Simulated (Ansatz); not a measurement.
# AsB: the cost of one run

The runs use Ansatz 0.2.0, Gaussian basis; def2-QZVPP, all electrons in the functionals, frozen cores in the correlation of double hybrids and RPA.

The runs, in order: wB97M-V, B2PLYP, at charge 0, triplet; charge 0, singlet; charge 0, quintet; charge 1, doublet; charge 1, quartet.

10 further runs of the same task are left out: 10 set aside as unsound or not needed.

## (1) What is computed

The geometry is a PBE0/def2-TZVP stationary point (not a proven minimum). No spin-orbit coupling is included. The filled d shell of As may be among the frozen orbitals whatever the setting's name suggests; the logs give the count.

2 atoms, charge 0, spin multiplicity 3.

Atoms are counted from 1 here; the program's logs count them from 0.

Bond lengths: B1–As2 1.845 Å.

No dispersion term is added; wB97M-V holds VV10 nonlocal correlation.

The geometry shown and the zero of energy belong to the point charge 0, triplet. The yardstick, RCCSD(T), and other wave-function levels (R restricted, U unrestricted, valence and pair active spaces) come from earlier runs.

## (2) wB97M-V, charge 0, triplet

Contents of in.yaml:

```yaml
crystal:
  periodic: [false, false, false]
  atoms:
    - {symbol: B, position_ang: [0.000000, 0.000000, 0.000000]}
    - {symbol: As, position_ang: [0.000000, 0.000000, 1.844900]}
basis:
  gaussian: {orbitals: "def2-QZVPP.json"}
magnetization: {spin_polarized: true, initial_magnetization: 2}
hamiltonian: {xc: {name: wB97M-V}}
output: {orbitals: {seedname: orbitals}}
```

Launch:

```console
$ ansatz run in.yaml --threads 1 --pin off --events-out ev --progress --plain --max-ram 2393MiB
```

**Question.** How long does this run take on 1 thread of Arm Neoverse V2, shared host, and how much memory does it need?

About 17 s, with a peak of 0.36 GiB.
